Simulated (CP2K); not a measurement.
**CuF: relaxation of cell and atoms with PBE+D3**

Crystal: CuF.

```
Cu F
1.0
     2.47101    0.00000    0.00000
     0.00000    2.47101    0.00000
     0.00000    0.00000    3.41650
Cu F
1 1
Direct
  0.00000 0.00000 0.00000
  0.50000 0.50000 0.50000
```

The cell was built by a generator and needn't be a form met in nature.

* Program: CP2K 2026.2
* Task: relaxation of cell and atoms
* Functional: PBE
* Dispersion: D3
* Potentials or basis: POTENTIAL_UZH Cu GTH-PBE-q11, F GTH-PBE-q7; DZVP-MOLOPT-PBE-GTH basis
* Density cutoff: 10204 eV
* k mesh: 8 × 8 × 6
* Occupations: fermi-dirac, width 0.05 eV
* Spin: no spin polarisation
* SCF solver: diagonalisation with k points
* Quickstep method: GPW
* EPS_DEFAULT: 1.0E-9
* EPS_SCF: 1.0E-6
* MAX_SCF: 100
* SCF_GUESS: ATOMIC
* Mesh centred on Gamma: yes
* CHOLESKY: OFF
* EPS_EIGVAL: 1.0E-7
* MIXING METHOD: BROYDEN_MIXING
* MIXING ALPHA: 0.4
* NBUFFER: 8
* NGRIDS: 5
* EXTRAPOLATION: USE_PREV_P
* Basis sets: Cu DZVP-MOLOPT-PBE-GTH-q11, F DZVP-MOLOPT-PBE-GTH-q7
* Potentials: Cu GTH-PBE-q11 of POTENTIAL_UZH, F GTH-PBE-q7 of POTENTIAL_UZH
* ADDED_MOS: [13]
* Optimiser: BFGS
* Most steps: 40
* KEEP_SPACE_GROUP: yes
* Force threshold (eV/A): 0.03 eV/Å
* PRESSURE_TOLERANCE (bar): 300 bar
* Target pressure (GPa): 0 GPa
* REL_CUTOFF (Ry): 60 Ry
* MIXING BETA (1/bohr): 1.5 1/bohr
* CUTOFF of the grids: 750 Ry
* Cutoff radius of the dispersion sum (A): 20

The relaxed volume is 10.63 Å³/atom and the relaxed cell is a = 2.772 Å, b = 2.772 Å, c = 2.767 Å, α = 90.00°, β = 90.00°, γ = 90.00°. The space group after relaxing (to 0.05 Å) is Pm-3m (No. 221), the energy gained by relaxing is 91.6 meV/atom and the ionic steps are 16. The pressure after relaxing is 0.0 GPa. The band gap on the k mesh is none (metal or under the smearing width) and the mulliken charges are Cu +0.50; F -0.50 e.

Step by step:
```
step  energy change (eV)  largest force (eV/Å)  volume (Å³)
   1              0.0000                0.0000        20.86
   2             -0.0073                0.0000        20.92
   3             -0.1031                0.0000        22.16
   4             -0.1153                0.0000        22.51
   5             -0.1220                0.0000        22.72
   6             -0.1293                0.0000        22.83
   7             -0.1442                0.0000        22.77
   8             -0.1693                0.0000        22.31
   9             -0.1780                0.0000        21.42
  10             -0.1842                0.0000        21.74
  11             -0.1863                0.0000        21.55
  12             -0.1829                0.0000        21.28
  13             -0.1831                0.0000        21.25
  14             -0.1832                0.0000        21.25
  15             -0.1832                0.0000        21.26
  16             -0.1832                0.0000        21.26
```

Final structure:
```cif
data_structure
_symmetry_space_group_name_H-M 'P 1'
_symmetry_Int_Tables_number 1
_cell_length_a 2.7718
_cell_length_b 2.7718
_cell_length_c 2.7669
_cell_angle_alpha 90.000
_cell_angle_beta 90.000
_cell_angle_gamma 90.000
_cell_volume 21.26
loop_
_atom_site_label
_atom_site_type_symbol
_atom_site_fract_x
_atom_site_fract_y
_atom_site_fract_z
_atom_site_occupancy
Cu1 Cu 0.00000 0.00000 0.00000 1
F1 F 0.50000 0.50000 0.50000 1
```

Levels at points of the mesh, in eV from the Fermi level:
```csv
k point,band 7,band 8,band 9,band 10,band 11,band 12
"(0.00, 0.00, 0.00)",-1.88,-0.44,-0.44,-0.44,16.41,16.41
"(0.00, 0.00, 0.50)",-0.39,-0.27,-0.27,3.87,4.50,16.42
"(0.00, 0.50, 0.00)",-0.39,-0.27,-0.27,3.88,4.48,16.40
"(0.00, 0.50, 0.50)",-0.83,-0.82,-0.04,5.19,8.13,8.16
"(0.50, 0.00, 0.00)",-0.39,-0.27,-0.27,3.88,4.48,16.40
"(0.50, 0.00, 0.50)",-0.83,-0.82,-0.04,5.19,8.13,8.16
"(0.50, 0.50, 0.00)",-0.82,-0.82,-0.04,5.16,8.14,8.14
"(0.50, 0.50, 0.50)",-0.15,-0.02,-0.01,6.60,6.62,6.62
```

Wall time 11 min on 1 thread of Intel(R) Xeon(R) Platinum 8375C CPU @ 2.90GHz (Ice Lake), on a shared host, peak memory 0.4 GiB.

Caveat: Mulliken charges move with the basis; the basis of atomic orbitals isn't converged, which shifts pressures, moduli and gaps; the run has no spin polarisation, though such a crystal can be magnetic; semilocal functionals often make such compounds metallic where correlation or magnetic order opens a gap, which also shifts bond lengths; pairwise dispersion overbinds metals, which lowers pressure and volume. With open d or f shells a metallic result of PBE can be an artefact of self-interaction; +U or a hybrid may open a gap.
